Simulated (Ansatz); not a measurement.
**One shape, several levels: quartet GeNH3Cl**

We compute a comparison of 6 runs (UHF/cc-pVDZ, UB3LYP/6-31G*, UBHLYP/cc-pVDZ, UCCSD/cc-pVDZ, UCCSD(T)/cc-pVDZ) of quartet GeNH3Cl. 

The calculation is run with Ansatz 0.2.0.

72 further runs of the same task are left out: 72 set aside as unsound or not needed.

## 1. The system as given

The species is GeNH3Cl (6 atoms), meant as a quartet with charge 0. As SMILES of the parent species, `[NH2][GeH][Cl]`. Geometry: relaxed at PBE0-D4/def2-TZVP. This is one conformer, not always the lowest. That shape belongs to the parent species and isn't relaxed for this state.

Bond lengths: N1–Ge2 1.836 Å, Ge2–Cl3 2.169 Å, N1–H4 1.011 Å, N1–H5 1.011 Å, Ge2–H6 1.560 Å. Angles: N1–Ge2–Cl3 104.1°, N1–Ge2–H6 106.5°, Cl3–Ge2–H6 107.8°, Ge2–N1–H4 115.7°, Ge2–N1–H5 115.6°, H4–N1–H5 109.9°.

## 2. A single-point energy at UHF/cc-pVDZ (run 1)

input.yaml

```yaml
basis:
  gaussian:
    orbitals: cc-pVDZ
crystal:
  periodic: [false, false, false]
  atoms:
    - {symbol: N, position_ang: [-0.446300, 0.317900, -0.788300]}
    - {symbol: Ge, position_ang: [0.075400, -0.151000, 0.908100]}
    - {symbol: Cl, position_ang: [1.243000, -1.956900, 0.623300]}
    - {symbol: H, position_ang: [-0.984500, 1.171200, -0.861400]}
    - {symbol: H, position_ang: [-0.888700, -0.414300, -1.327200]}
    - {symbol: H, position_ang: [1.043200, 0.969100, 1.399300]}
output: {orbitals: {seedname: orbitals}}
hamiltonian:
  xc: hf
magnetization:
  spin_polarized: true
  initial_magnetization: 3
accuracy: high
```

Launch:

```
$ ansatz run input.yaml --threads 1 --pin off --max-ram 3480MiB --events-out events.jsonl --progress --plain --runs-dir runs
```

Log:

```text
Warning: RAYON_NUM_THREADS=1 ignored (pool sized by the plan → 1); use --threads N
Functional definition: HF
  name "HF"
  exchange = exact_x
  correlation = 0
1672 factors; integrals over basis functions are off by at most 4.7e-9 eV
mean field evaluation 1: about -70496.3167 eV, gradient 1.7e1 eV
mean field evaluation 2: about -70496.3290 eV, gradient 1.7e1 eV
mean field evaluation 4: about -70499.4440 eV, gradient 4.4e0 eV
mean field evaluation 8: about -70500.3213 eV, gradient 4.6e-1 eV
mean field evaluation 16: about -70500.3705 eV, gradient 3.5e-5 eV
mean field evaluation 32: about -70499.6677 eV, gradient 4.8e0 eV
mean field evaluation 64: about -70498.9506 eV, gradient 1.7e0 eV
mean field evaluation 96: about -70498.1744 eV, gradient 1.8e0 eV
mean field evaluation 128: about -70496.0686 eV, gradient 1.3e1 eV
mean field evaluation 160: about -70497.1570 eV, gradient 4.7e0 eV
mean field evaluation 192: about -70500.3705 eV, gradient 4.0e-5 eV
mean field -70500.37047018 eV, -2590.8408279115 hartree, gradient 2.7e-8 eV, S^2 3.763865; 3 other end points of the search recorded, 0 dependent functions left out
reference -70500.37047018 eV, -2590.8408279115 hartree; 31, 28 occupied and 43, 46 virtual orbitals, 1672 factors
Total energy: -70500.37047018 eV, -2590.8408279115 hartree
```

Run time: 13 s. Hardware: 1 thread of Arm Neoverse V1, shared host; peak memory 0.28 GiB.

## 3. The energy at UB3LYP/6-31G(d) (spherical functions) (run 2)

run.yaml

```yaml
crystal:
  periodic: [false, false, false]
  atoms:
    - {symbol: "N", position_ang: [-0.446300, 0.317900, -0.788300]}
    - {symbol: Ge, position_ang: [0.075400, -0.151000, 0.908100]}
    - {symbol: Cl, position_ang: [1.243000, -1.956900, 0.623300]}
    - {symbol: H, position_ang: [-0.984500, 1.171200, -0.861400]}
    - {symbol: H, position_ang: [-0.888700, -0.414300, -1.327200]}
    - {symbol: H, position_ang: [1.043200, 0.969100, 1.399300]}
basis:
  gaussian: {orbitals: 6-31G_st_-spherical.json}
magnetization: {spin_polarized: true, initial_magnetization: 3}
hamiltonian: {xc: {name: B3LYP}}
accuracy: high
output: {orbitals: {seedname: orbitals}}
```

The basis set 6-31G* is read from a file made from the Basis Set Exchange's data (not shown).

Launch:

```
$ ansatz run run.yaml --threads 1 --pin off --max-ram 3480MiB --events-out events.jsonl --progress --plain --runs-dir runs
```

Log:

```text
Warning: RAYON_NUM_THREADS=1 ignored (pool sized by the plan → 1); use --threads N
Functional definition: B3LYP
  name "B3LYP"
  parameter a0 = 0.2
  parameter ax = 0.72
  parameter ac = 0.81
  exchange = (1 - a0 - ax)*slater_x + ax*b88_x + a0*exact_x
  correlation = (1 - ac)*vwn_rpa_c + ac*lyp_c
1474 factors; integrals over basis functions are off by at most 4.3e-9 eV
mean field evaluation 1: about -70559.2621 eV, gradient 4.0e1 eV
mean field evaluation 2: about -70530.9415 eV, gradient 7.9e1 eV
mean field evaluation 4: about -70563.0657 eV, gradient 2.3e1 eV
mean field evaluation 8: about -70566.7464 eV, gradient 1.9e0 eV
mean field evaluation 16: about -70566.9384 eV, gradient 1.3e-1 eV
mean field evaluation 32: about -70566.9394 eV, gradient 4.4e-4 eV
mean field evaluation 64: about -70566.8252 eV, gradient 7.9e-1 eV
mean field -70566.93944298 eV, -2593.2871925401 hartree, gradient 6.1e-8 eV, S^2 3.755634; 7 other end points of the search recorded, 0 dependent functions left out
reference -70566.93947963 eV, -2593.2871938868 hartree; 31, 28 occupied and 39, 42 virtual orbitals, 1474 factors
Total energy: -70566.93947963 eV, -2593.2871938868 hartree
```

Run time: 32 s. Hardware: 1 thread of Arm Neoverse V1, shared host; peak memory 0.33 GiB.

## 4. A single-point energy at UBHLYP/cc-pVDZ (run 3)

in.yaml

```yaml
crystal:
  periodic: [false, false, false]
  atoms:
    - {symbol: N, position_ang: [-0.446300, 0.317900, -0.788300]}
    - {symbol: Ge, position_ang: [0.075400, -0.151000, 0.908100]}
    - {symbol: Cl, position_ang: [1.243000, -1.956900, 0.623300]}
    - {symbol: H, position_ang: [-0.984500, 1.171200, -0.861400]}
    - {symbol: H, position_ang: [-0.888700, -0.414300, -1.327200]}
    - {symbol: H, position_ang: [1.043200, 0.969100, 1.399300]}
basis:
  gaussian:
    orbitals: cc-pVDZ
magnetization:
  spin_polarized: true
  initial_magnetization: 3
hamiltonian:
  xc: {name: BHLYP}
accuracy: high
output: {orbitals: {seedname: orbitals}}
```

Launch:

```
$ ansatz run in.yaml --threads 1 --pin off --max-ram 3480MiB --events-out events.jsonl --progress --plain --runs-dir runs
```

Log:

```text
Warning: RAYON_NUM_THREADS=1 ignored (pool sized by the plan → 1); use --threads N
Functional definition: BHLYP
  name "BHLYP"
  parameter a = 0.5
  exchange = (1 - a)*b88_x + a*exact_x
  correlation = lyp_c
1672 factors; integrals over basis functions are off by at most 4.7e-9 eV
mean field evaluation 1: about -70563.1688 eV, gradient 3.6e1 eV
mean field evaluation 2: about -70546.3218 eV, gradient 6.6e1 eV
mean field evaluation 4: about -70570.7122 eV, gradient 7.8e0 eV
mean field evaluation 8: about -70571.3887 eV, gradient 9.6e-1 eV
mean field evaluation 16: about -70571.4319 eV, gradient 5.3e-2 eV
mean field evaluation 32: about -70571.4323 eV, gradient 1.8e-6 eV
mean field -70571.43225065 eV, -2593.4523001766 hartree, gradient 6.1e-8 eV, S^2 3.756930; 2 other end points of the search recorded, 0 dependent functions left out
reference -70571.43227599 eV, -2593.4523011078 hartree; 31, 28 occupied and 43, 46 virtual orbitals, 1672 factors
Total energy: -70571.43227599 eV, -2593.4523011078 hartree
```

Wall time 18 s (1 thread of Arm Neoverse V1, shared host); peak memory 0.37 GiB.

Runs 4 to 5 aren't shown in full; the table further down has their settings and results.

## 5. A single-point energy at UCCSD(T)/cc-pVDZ (run 6)

run.yaml

```yaml
crystal:
  periodic: [false, false, false]
  atoms:
    - {symbol: N, position_ang: [-0.446300, 0.317900, -0.788300]}
    - {symbol: Ge, position_ang: [0.075400, -0.151000, 0.908100]}
    - {symbol: Cl, position_ang: [1.243000, -1.956900, 0.623300]}
    - {symbol: H, position_ang: [-0.984500, 1.171200, -0.861400]}
    - {symbol: H, position_ang: [-0.888700, -0.414300, -1.327200]}
    - {symbol: H, position_ang: [1.043200, 0.969100, 1.399300]}
basis:
  gaussian:
    orbitals: cc-pVDZ
correlation:
  method: ccsd_t
  frozen_orbitals: {Cl: 5, Ge: 9, H: 0, "N": 1}
accuracy: high
scf:
  omitted_lower_state_checks: [cluster_reference, increment]
magnetization:
  spin_polarized: true
  initial_magnetization: 3
```

Launch:

```
$ ansatz run run.yaml --threads 1 --pin off --max-ram 3480MiB --events-out events.jsonl --progress --plain --runs-dir runs
```

Log:

```text
Warning: RAYON_NUM_THREADS=1 ignored (pool sized by the plan → 1); use --threads N
[... 15 lines left out ...]
15 core orbitals not correlated: weight in the atoms' cores, before any rotation towards them, 1.000 or more for the frozen orbitals, at most 0.000 for the correlated occupied ones
[... 42 lines left out ...]
Total energy: -70511.89502571 eV, -2591.2643475156 hartree
Checks for a lower state left out: cluster_reference, increment
```

It took 68 s on 1 thread of Arm Neoverse V1, shared host; peak memory 0.52 GiB.

## 6. All runs side by side

| run | level | Cartesian functions | frozen core orbitals | energy (Eh) | HOMO energy (eV) | ⟨S²⟩ | wall time |
| --- | --- | --- | --- | --- | --- | --- | --- |
| 1 | UHF/cc-pVDZ | no | – | -2590.840828 | -3.40 | 3.764 | 13 s |
| 2 | UB3LYP/6-31G* (spherical functions) | no | – | -2593.287194 | -1.60 | 3.756 | 32 s |
| 3 | UBHLYP/cc-pVDZ | no | – | -2593.452301 | -2.35 | 3.757 | 18 s |
| 4 | UB3LYP/6-31G* (Cartesian functions) | yes | – | -2593.297476 | -1.63 | 3.756 | 34 s |
| 5 | UCCSD/cc-pVDZ | no | 15 | -2591.253335 | – | 3.764 | 57 s |
| 6 | UCCSD(T)/cc-pVDZ | no | 15 | -2591.264348 | – | 3.764 | 68 s |

## 7. Results

| quantity | value |
| --- | --- |
| run 6: total energy | -2591.26435 Eh |
| run 6: correlation energy (15 core orbitals frozen) | -423.5 mEh |
| run 6: (T) correction | -11.01 mEh |
| run 6: ⟨S²⟩ of the reference determinant | 3.764 |
| run 6: T1 diagnostic | 0.032 |

What this shows: Below the UHF energy at the same shape and in the same basis (cc-pVDZ): UCCSD -412.5 mEh; UCCSD(T) -423.5 mEh. Totals of different functionals can't be ranked against each other. All runs together took 3.7 min, the longest 68 s.
